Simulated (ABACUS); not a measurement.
## TaAs under changes of volume

One of the cells (17.396 Å³/atom); the others are scaled copies at fixed shape and fractional positions:

```
Ta As
1.0
    -1.72181    1.72181    5.86794
     1.72181   -1.72181    5.86794
     1.72181    1.72181   -5.86794
Ta As
2 2
Direct
  0.49997 0.49997 0.00000
  0.24997 0.74997 0.50000
  0.08263 0.08263 0.00000
  0.83263 0.33263 0.50000
```

The cell is a database's computed one.

| Property | Result |
| --- | --- |
| Program | ABACUS 3.10.1 |
| Functional | PBE |
| Potentials or basis | PseudoDojo NC SR 0.4.1 PBE standard |
| Cutoff | 1143 eV |
| Density cutoff | 4572 eV |
| Basis | plane waves |
| k mesh | 11 × 11 × 11 |
| Occupations | fermi-dirac, width 0.05 eV |
| Spin | no spin polarisation |

| volume (Å³/atom) | energy over the lowest point (meV/atom) | pressure (GPa) | largest force (eV/Å) |
| --- | --- | --- | --- |
| 16.353 | 57.30 | 15.6 | 0.059 |
| 16.700 | 28.84 | 10.7 | 0.046 |
| 17.048 | 10.46 | 6.3 | 0.035 |
| 17.396 | ? | ? | ? |
| 17.744 | 0.00 | -1.2 | 0.015 |
| 18.092 | 6.16 | -4.4 | 0.007 |
| 18.440 | 18.91 | -7.3 | 0.001 |

Question: What does the run at 17.396 Å³/atom give?

Answer: Energy over the lowest point 1.16 meV/atom; pressure 2.3 GPa; largest force 0.025 eV/Å.

Worked out: A Birch-Murnaghan fit of order 3 (a polynomial in V^(-2/3)) to the other rows has its minimum at 17.62 Å³/atom with B0 = V·E''(V) = 177 GPa and B' = 4.5 at fixed shape and positions, which overstates the stiffness. It gives 1.15 meV/atom at 17.396 Å³/atom, against the run's 1.16, and -dE/dV = 2.3 GPa, against 2.3.

Energies are extrapolated to zero smearing.

Caveats: there are fewer bands than atomic start orbitals, so a level may be missed at k points of high symmetry.
